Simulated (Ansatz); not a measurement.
**One shape, several levels: triplet GaNH2F2**

Aim: a comparison of 6 runs (UB3LYP/6-31G*, U-r2SCAN/cc-pVDZ, RPA@PBE/cc-pVDZ, UCCSD/cc-pVDZ, UCCSD(T)/cc-pVDZ) of triplet GaNH2F2. 

Program for the calculation: Ansatz 0.2.0.

62 further runs of the same task are left out: 1 that didn't finish, 61 set aside as unsound or not needed.

### Step 1. The molecule

GaNH2F2: 6 atoms, total charge 0, spin state triplet. SMILES of the parent species: `[NH2][Ga]([F])[F]`. Geometry: relaxed at PBE0-D4/def2-TZVP. That shape belongs to the parent species and isn't relaxed for this state.

Bond lengths: N1–Ga2 1.790 Å, Ga2–F3 1.739 Å, Ga2–F4 1.739 Å, N1–H5 1.006 Å, N1–H6 1.006 Å. Angles: N1–Ga2–F3 122.4°, N1–Ga2–F4 122.4°, F3–Ga2–F4 115.1°, Ga2–N1–H5 121.0°, Ga2–N1–H6 121.0°, H5–N1–H6 112.8°.

### Step 2. The energy at UB3LYP/6-31G(d) (spherical functions) (run 1)

Input file job.yaml:

```yaml
basis:
  gaussian:
    orbitals: 6-31G_st_-spherical.json
crystal:
  periodic: [false, false, false]
  atoms:
    - symbol: N
      position_ang: [-0.297500, 0.963700, -0.172700]
    - symbol: Ga
      position_ang: [0.284200, -0.715300, 0.042000]
    - symbol: F
      position_ang: [1.685000, -1.101600, 0.997700]
    - symbol: F
      position_ang: [-0.455300, -2.067700, -0.763400]
    - symbol: H
      position_ang: [0.025100, 1.704800, 0.425700]
    - symbol: H
      position_ang: [-1.199500, 1.152100, -0.575400]
magnetization:
  spin_polarized: true
  initial_magnetization: 2
hamiltonian:
  xc: {name: B3LYP}
accuracy: high
output:
  orbitals: {seedname: orbitals}
```

The basis set 6-31G* is read from a file made from the Basis Set Exchange's data (not shown).

The run is started by

```bash
$ ansatz run job.yaml --threads 1 --pin off --max-ram 3480MiB --events-out events.jsonl --progress --plain --runs-dir runs
```

Log:

```text
Warning: RAYON_NUM_THREADS=1 ignored (pool sized by the plan → 1); use --threads N
Functional definition: B3LYP
  name "B3LYP"
  parameter a0 = 0.2
  parameter ax = 0.72
  parameter ac = 0.81
  exchange = (1 - a0 - ax)*slater_x + ax*b88_x + a0*exact_x
  correlation = (1 - ac)*vwn_rpa_c + ac*lyp_c
1641 factors; integrals over basis functions are off by at most 4.5e-9 eV
mean field evaluation 1: about -59318.7814 eV, gradient 4.3e1 eV
mean field evaluation 2: about -59281.7760 eV, gradient 1.1e2 eV
mean field evaluation 4: about -59325.0299 eV, gradient 2.3e0 eV
mean field evaluation 8: about -59325.1850 eV, gradient 2.1e-1 eV
mean field evaluation 16: about -59325.1852 eV, gradient 3.8e-4 eV
mean field evaluation 32: about -59325.1852 eV, gradient 2.1e-8 eV
mean field -59325.18521511 eV, -2180.1603446005 hartree, gradient 2.1e-8 eV, S^2 2.003145; 0 other end points of the search recorded, 0 dependent functions left out
reference -59325.18525298 eV, -2180.1603459923 hartree; 30, 28 occupied and 48, 50 virtual orbitals, 1641 factors
Total energy: -59325.18525298 eV, -2180.1603459923 hartree
```

It took 14 s on 1 thread of Arm Neoverse V2, shared host; peak memory 0.38 GiB.

### Step 3. A single-point energy at U-r2SCAN/cc-pVDZ (run 2)

Input file run.yaml:

```yaml
basis:
  gaussian: {orbitals: cc-pVDZ}
crystal:
  periodic: [false, false, false]
  atoms:
    - {symbol: "N", position_ang: [-0.297500, 0.963700, -0.172700]}
    - {symbol: Ga, position_ang: [0.284200, -0.715300, 0.042000]}
    - {symbol: F, position_ang: [1.685000, -1.101600, 0.997700]}
    - {symbol: F, position_ang: [-0.455300, -2.067700, -0.763400]}
    - {symbol: H, position_ang: [0.025100, 1.704800, 0.425700]}
    - {symbol: H, position_ang: [-1.199500, 1.152100, -0.575400]}
accuracy: high
hamiltonian: {xc: {name: r2SCAN}}
output: {orbitals: {seedname: orbitals}}
magnetization: {spin_polarized: true, initial_magnetization: 2}
```

The run is started by

```bash
$ ansatz run run.yaml --threads 1 --pin off --max-ram 3480MiB --events-out events.jsonl --progress --plain --runs-dir runs
```

Log:

```text
Warning: RAYON_NUM_THREADS=1 ignored (pool sized by the plan → 1); use --threads N
Functional definition: r2SCAN
  name "r2SCAN"
  parameter k0 = 0.174
  parameter k1 = 0.065
  parameter a1 = 4.9479
  exchange = r2scan_x(k0 = k0, k1 = k1, a1 = a1)
  correlation = r2scan_c
1729 factors; integrals over basis functions are off by at most 4.6e-9 eV
mean field evaluation 1: about -59321.8907 eV, gradient 4.1e1 eV
mean field evaluation 2: about -59280.0806 eV, gradient 1.1e2 eV
mean field evaluation 4: about -59327.8721 eV, gradient 2.2e0 eV
mean field evaluation 8: about -59327.9106 eV, gradient 3.2e-1 eV
mean field evaluation 16: about -59327.9112 eV, gradient 8.0e-4 eV
mean field evaluation 32: about -59326.6691 eV, gradient 3.9e0 eV
mean field -59327.91119621 eV, -2180.2605225583 hartree, gradient 4.9e-8 eV, S^2 2.004725; 5 other end points of the search recorded, 0 dependent functions left out
reference -59327.91120044 eV, -2180.2605227134 hartree; 30, 28 occupied and 49, 51 virtual orbitals, 1729 factors
Total energy: -59327.91120044 eV, -2180.2605227134 hartree
```

It took 31 s on 1 thread of Arm Neoverse V2, shared host; peak memory 0.38 GiB.

Runs 3 to 5 aren't shown in full; the table further down has their settings and results.

### Step 4. The energy at UCCSD(T)/cc-pVDZ (run 6)

Input file job.yaml:

```yaml
crystal:
  periodic: [false, false, false]
  atoms:
    - {symbol: "N", position_ang: [-0.297500, 0.963700, -0.172700]}
    - {symbol: Ga, position_ang: [0.284200, -0.715300, 0.042000]}
    - {symbol: F, position_ang: [1.685000, -1.101600, 0.997700]}
    - {symbol: F, position_ang: [-0.455300, -2.067700, -0.763400]}
    - {symbol: H, position_ang: [0.025100, 1.704800, 0.425700]}
    - {symbol: H, position_ang: [-1.199500, 1.152100, -0.575400]}
basis:
  gaussian:
    orbitals: cc-pVDZ
magnetization:
  spin_polarized: true
  initial_magnetization: 2
correlation:
  method: ccsd_t
  frozen_orbitals: {F: 1, Ga: 9, H: 0, "N": 1}
accuracy: high
scf:
  omitted_lower_state_checks: [cluster_reference, increment]
```

The run is started by

```bash
$ ansatz run job.yaml --threads 1 --pin off --max-ram 3480MiB --events-out events.jsonl --progress --plain --runs-dir runs
```

Log:

```text
Warning: RAYON_NUM_THREADS=1 ignored (pool sized by the plan → 1); use --threads N
Functional definition: HF
  name "HF"
  exchange = exact_x
  correlation = 0
these checks for a lower state are left out or cut short: cluster_reference, increment
1729 factors; integrals over basis functions are off by at most 4.6e-9 eV
mean field evaluation 1: about -59252.6176 eV, gradient 3.1e1 eV
mean field evaluation 2: about -59252.6964 eV, gradient 3.1e1 eV
mean field evaluation 4: about -59256.6088 eV, gradient 2.2e0 eV
mean field evaluation 8: about -59256.7152 eV, gradient 5.6e-1 eV
mean field evaluation 16: about -59256.7757 eV, gradient 4.1e-3 eV
mean field evaluation 32: about -59256.1923 eV, gradient 2.2e0 eV
mean field -59256.77567785 eV, -2177.6463404757 hartree, gradient 2.6e-8 eV, S^2 2.012197; 4 other end points of the search recorded, 0 dependent functions left out
12 core orbitals not correlated: weight in the atoms' cores, before any rotation towards them, 1.000 or more for the frozen orbitals, at most 0.000 for the correlated occupied ones
reference -59256.77567785 eV, -2177.6463404757 hartree; 18, 16 occupied and 49, 51 virtual orbitals, 1729 factors
second order -16.22008824 eV of doubles, -0.00000000 eV of singles
cycle   1  -16.26854488 eV  change   -4.8e-2 eV  update   1.2e-1
cycle   2  -16.66288143 eV  change   -3.9e-1 eV  update   4.3e-2
cycle   3  -16.81682058 eV  change   -1.5e-1 eV  update   3.3e-2
cycle   4  -16.82976261 eV  change   -1.3e-2 eV  update   1.9e-2
cycle   5  -16.82184769 eV  change    7.9e-3 eV  update   1.5e-2
cycle   6  -16.83327890 eV  change   -1.1e-2 eV  update   9.2e-3
cycle   7  -16.84220454 eV  change   -8.9e-3 eV  update   5.0e-3
cycle   8  -16.84267653 eV  change   -4.7e-4 eV  update   2.8e-3
cycle   9  -16.84263447 eV  change    4.2e-5 eV  update   1.5e-3
cycle  10  -16.84258005 eV  change    5.4e-5 eV  update   8.3e-4
cycle  11  -16.84245388 eV  change    1.3e-4 eV  update   4.2e-4
cycle  12  -16.84276330 eV  change   -3.1e-4 eV  update   1.9e-4
cycle  13  -16.84281625 eV  change   -5.3e-5 eV  update   1.1e-4
cycle  14  -16.84288559 eV  change   -6.9e-5 eV  update   6.7e-5
cycle  15  -16.84292350 eV  change   -3.8e-5 eV  update   4.3e-5
cycle  16  -16.84292190 eV  change    1.6e-6 eV  update   2.5e-5
cycle  17  -16.84292154 eV  change    3.6e-7 eV  update   1.3e-5
cycle  18  -16.84291558 eV  change    6.0e-6 eV  update   7.5e-6
cycle  19  -16.84291491 eV  change    6.8e-7 eV  update   4.1e-6
cycle  20  -16.84291584 eV  change   -9.4e-7 eV  update   2.7e-6
cycle  21  -16.84291765 eV  change   -1.8e-6 eV  update   2.0e-6
cycle  22  -16.84291926 eV  change   -1.6e-6 eV  update   1.2e-6
cycle  23  -16.84291996 eV  change   -7.0e-7 eV  update   6.9e-7
cycle  24  -16.84292030 eV  change   -3.4e-7 eV  update   4.1e-7
cycle  25  -16.84292035 eV  change   -4.6e-8 eV  update   2.5e-7
cycle  26  -16.84292053 eV  change   -1.8e-7 eV  update   1.5e-7
cycle  27  -16.84292061 eV  change   -7.7e-8 eV  update   7.9e-8
cycle  28  -16.84292062 eV  change   -6.7e-9 eV  update   4.8e-8
cycle  29  -16.84292096 eV  change   -3.4e-7 eV  update   8.5e-8
cycle  30  -16.84292094 eV  change    1.7e-8 eV  update   2.9e-8
cycle  31  -16.84292095 eV  change   -1.1e-8 eV  update   1.6e-8
cycle  32  -16.84292095 eV  change    3.2e-9 eV  update   9.7e-9
cycle  33  -16.84292094 eV  change    3.0e-9 eV  update   5.4e-9
cycle  34  -16.84292094 eV  change    1.5e-9 eV  update   3.0e-9
perturbative correction -0.35868993 eV, -0.0131816118 hartree
Total energy: -59273.97728872 eV, -2178.2784880155 hartree
Checks for a lower state left out: cluster_reference, increment
```

Wall time 80 s (1 thread of Arm Neoverse V2, shared host); peak memory 0.72 GiB.

### Step 5. Overview of the runs

```
run                                level  Cartesian functions  frozen core orbitals   energy (Eh)   ⟨S²⟩  wall time
  1  UB3LYP/6-31G* (spherical functions)                   no                     –  -2180.160346  2.003       14 s
  2                     U-r2SCAN/cc-pVDZ                   no                     –  -2180.260523  2.005       31 s
  3  UB3LYP/6-31G* (Cartesian functions)                  yes                     –  -2180.171023  2.003       13 s
  4                      RPA@PBE/cc-pVDZ                   no                    12  -2178.521872  2.002       32 s
  5                        UCCSD/cc-pVDZ                   no                    12  -2178.265306  2.012       58 s
  6                     UCCSD(T)/cc-pVDZ                   no                    12  -2178.278488  2.012       80 s
```

### Step 6. Outcome

```
                                           quantity           value
                                run 6: total energy  -2178.27849 Eh
run 6: correlation energy (12 core orbitals frozen)      -632.1 mEh
                              run 6: (T) correction      -13.18 mEh
           run 6: ⟨S²⟩ of the reference determinant           2.012
                               run 6: T1 diagnostic           0.032
```

What this shows: Totals of different functionals can't be ranked against each other. All runs together took 3.8 min, the longest 80 s.
